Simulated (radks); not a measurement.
# Ga inside a hard spherical wall

What does compression do to the levels of Ga? A hard sphere of shrinking radius stands in for pressure; the configuration is held at [Ar] 3d10 4s2 4p1.

Program: radks (a radial shooting solver on a logarithmic mesh, Libxc functionals) version 1. Level of theory: scalar-relativistic Kohn-Sham, PBE, spin-polarised, spherical densities, finite nucleus; open shells are filled with parallel spins first. These are calculated values, not measurements, unless marked.

**1. What is computed**

| Property | Result |
| --- | --- |
| element | gallium (Z = 31) |
| charge | 0 |
| electrons | 31 |
| configuration | [Ar] 3d10 4s2 4p1 |
| nuclear rms radius | 3.9973 fm |

The outer shells:

Ga
```
[Ar] core
3d [↑↓][↑↓][↑↓][↑↓][↑↓]
4s [↑↓]
4p [↑ ][  ][  ]
```

**2. The free atom**

The run's settings:

```text
Z 31
configuration [Ar] 3d10 4s2 4p1 5s0 4d0 5p0
relativity scalar-relativistic
functional pbe,pbe
spin polarised
nucleus finite rms 3.9973 fm
c 137.035999084
```

**3. Wall at 20 bohr**

Input: that of step 2 with these lines changed.

```diff
@@ -6,2 +6,3 @@
 nucleus finite rms 3.9973 fm
+wall 20 bohr
 c 137.035999084
```

**4. Wall at 12 bohr**

Input: that of step 3 with these lines changed.

```diff
@@ -6,3 +6,3 @@
 nucleus finite rms 3.9973 fm
-wall 20 bohr
+wall 12 bohr
 c 137.035999084
```

**5. Wall at 10 bohr**

Input: that of step 4 with these lines changed.

```diff
@@ -6,3 +6,3 @@
 nucleus finite rms 3.9973 fm
-wall 12 bohr
+wall 10 bohr
 c 137.035999084
```

**6. Wall at 2.5 bohr**

Input: that of step 5 with these lines changed.

```diff
@@ -6,3 +6,3 @@
 nucleus finite rms 3.9973 fm
-wall 10 bohr
+wall 2.5 bohr
 c 137.035999084
```

**7. Wall at 2 bohr**

Input: that of step 6 with these lines changed.

```diff
@@ -6,3 +6,3 @@
 nucleus finite rms 3.9973 fm
-wall 2.5 bohr
+wall 2 bohr
 c 137.035999084
```

**8. Wall at 1.5 bohr**

Input: that of step 7 with these lines changed.

```diff
@@ -6,3 +6,3 @@
 nucleus finite rms 3.9973 fm
-wall 2 bohr
+wall 1.5 bohr
 c 137.035999084
```

What does the calculation give? Wanted: for each run, R; E − E(free); ε(4p); ε(5s, empty); ε(5p, empty); ε(4d, empty); pressure.

**Answer**, as computed:

| R (bohr) | E − E(free) (eV) | ε(4p) (eV) | ε(5s, empty) (eV) | ε(5p, empty) (eV) | ε(4d, empty) (eV) | pressure (GPa) |
| --- | --- | --- | --- | --- | --- | --- |
| free | 0.000 | -2.870 | - | - | - | 0 |
| 20 | 0.000 | -2.870 | -0.494 | 0.244 | 0.574 | < 0.0001 |
| 12 | 0.004 | -2.853 | -0.086 | 1.316 | 1.373 | 0.00201 |
| 10 | 0.022 | -2.796 | 0.524 | 2.483 | 2.038 | 0.0168 |
| 2.5 | 79.690 | 36.950 | 134.27 | 150.85 | 65.268 | 1919 |
| 2 | 207.37 | 81.358 | 255.74 | 274.50 | 117.19 | 9388 |
| 1.5 | 680.05 | 211.90 | 572.06 | 585.46 | 248.70 | 70091 |

What this shows: Eigenvalues are for spin up. At the tightest wall, 1.5 bohr, the energy stands 680.05 eV above the free atom and the pressure, −dE/dV, is 70091 GPa. Of the levels in the table that exist at both ends, 4p rises most from the free atom (214.77 eV). From R = 2.5 bohr inwards the highest occupied level lies above zero, pushed up by confinement. Shells are not refilled when levels cross, and a hard wall is a model, not a crystal.
